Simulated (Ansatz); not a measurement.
Runs of Ansatz 0.2.0 on Pb. The cell holds a slab with vacuum, 4 atoms: a = 3.493 Å, b = 3.493 Å, c = 23.556 Å, α = 90.00°, β = 90.00°, γ = 120.00°. 

```csv
task,level,cell,cutoff (eV),basis error allowed,gap on the mesh (eV),largest force (eV/Å),work function (eV)
projected density of states,PBE,"the (1 1 1) slab of Pb, cut from the database cell, not relaxed",143,0.002 eV/atom,-,0.31,3.73
single point,PBE,"the (1 1 1) slab of Pb, cut from the database cell, not relaxed",155,0.001 eV/atom,none,0.31,3.73
single point,PBEsol,as given,143,0.002 eV/atom,none,0.30,(a)
single point,LDA,as given,143,0.002 eV/atom,none,0.35,4.05
single point,PBE,as given,143,0.002 eV/atom,none,0.31,3.73
```

Alike in all rows: potentials or basis all-electron LAPW, scalar-relativistic; no spin polarisation; k mesh 9 × 9 × 1; smearing fermi-dirac 0.05 eV.

Problem. Estimate the missing entries.

Solution. (a) 3.83.

Caveats: spin-orbit coupling is left out, which moves the levels of the heavy elements (some runs).

A k mesh can miss the band edges, and the runs leave out spin-orbit coupling on Pb.

A gap of «none» marks a metal or a gap under the smearing width.
